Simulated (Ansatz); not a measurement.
# C2H5GeO: the cost of one run

All numbers are computed with Ansatz 0.2.0, driven from Python. Level of theory: r2SCAN/def2-SVPD.

## Step 1: Starting point

Bond lengths: C1–C2 1.267 Å, C2–Ge3 1.912 Å, Ge3–O4 1.722 Å, C1–H5 1.131 Å, C2–H6 1.098 Å, Ge3–H7 1.610 Å, Ge3–H8 1.521 Å, O4–H9 1.030 Å. Angles: C1–C2–Ge3 118.5°, C1–C2–H6 120.2°, Ge3–C2–H6 121.3°, C2–C1–H5 122.4°, C2–Ge3–O4 110.5°, C2–Ge3–H7 107.8°, C2–Ge3–H8 109.7°, O4–Ge3–H7 107.2°, O4–Ge3–H8 113.8°, H7–Ge3–H8 107.6°, Ge3–O4–H9 106.0°.

No structure file is read: the coordinates are typed or built in the script.

## Step 2: The script

energy.py

```python
'''Single point of C2H5GeO.'''

from pathlib import Path

import ansatz as az
from ase import Atoms

atoms = Atoms(['C', 'C', 'Ge', 'O', 'H', 'H', 'H', 'H', 'H'], positions=[
    (-0.5841, 1.2575, -1.0755),
    (0.4279, 0.8149, -0.4549),
    (0.3135, -0.9093, 0.3632),
    (-0.8536, -0.8993, 1.6295),
    (-0.5922, 2.2708, -1.5784),
    (1.3498, 1.4096, -0.4066),
    (1.7407, -1.2323, 1.0344),
    (0.0569, -1.966, -0.6999),
    (-1.7702, -0.7922, 1.1712),
])
system = az.Crystal.molecule_from_ase(atoms)

setup = (
    system.calculation()
    .basis(gaussian='def2-SVPD')
    .functional('r2scan')
    .spin('collinear', total=1)
    .orbitals()
)
result = setup.run(threads=1, runs_dir='runs')
summary = result.report

print('reference energy %16.6f eV' % summary['reference_energy_ev'])
print('total energy     %16.6f eV' % summary['free_energy_ev'])
print('occupied orbitals outside the frozen core (up, down):', summary['n_occupied'], ' frozen:', summary['n_frozen'], ' virtual:', summary['n_virtual'])

state = summary['mean_field']['state']
print(f'mean field: {state["energy"]["hartree"]:.7f} Ha, <S^2> = {abs(state["spin_squared"]):.4f}, stability: {state.get("stability", {}).get("kind")}')

lines = Path(summary['orbitals_path']).read_text().splitlines()
field_of = lambda key: [line.split('=')[1].strip() for line in lines if line.startswith(key)]
orbitals = [(27.211386 * float(e), s, float(n)) for e, s, n in zip(field_of('Ene='), field_of('Spin='), field_of('Occup='))]
homo = max(e for e, _, n in orbitals if n > 0.5)
lumo = min(e for e, _, n in orbitals if n < 0.5)
for e, spin, n in sorted(orbitals):
    if homo - 15 < e < lumo + 5:
        print(f'{spin:6s} {e:10.3f} eV  occupation {n:.0f}')
```

## Step 3: What the engine is handed

The engine receives this input:

```yaml
crystal:
  periodic: [false, false, false]
  atoms:
    - { symbol: C, position_ang: [-0.5841, 1.2575, -1.0755] }
    - { symbol: C, position_ang: [0.4279, 0.8149, -0.4549] }
    - { symbol: Ge, position_ang: [0.3135, -0.9093, 0.3632] }
    - { symbol: O, position_ang: [-0.8536, -0.8993, 1.6295] }
    - { symbol: H, position_ang: [-0.5922, 2.2708, -1.5784] }
    - { symbol: H, position_ang: [1.3498, 1.4096, -0.4066] }
    - { symbol: H, position_ang: [1.7407, -1.2323, 1.0344] }
    - { symbol: H, position_ang: [0.0569, -1.966, -0.6999] }
    - { symbol: H, position_ang: [-1.7702, -0.7922, 1.1712] }
basis:
  gaussian:
    orbitals: def2-SVPD
hamiltonian:
  xc: r2scan
magnetization:
  spin_polarized: true
  initial_magnetization: 1.0
output:
  orbitals: {}
```

## Step 4: Running it

Launch:

```sh
$ python energy.py
```

Q: Estimate wall time and peak memory on 1 thread of Intel Xeon 6975P-C (Granite Rapids), shared host.

About 7.9 s, with a peak of 0.33 GiB.
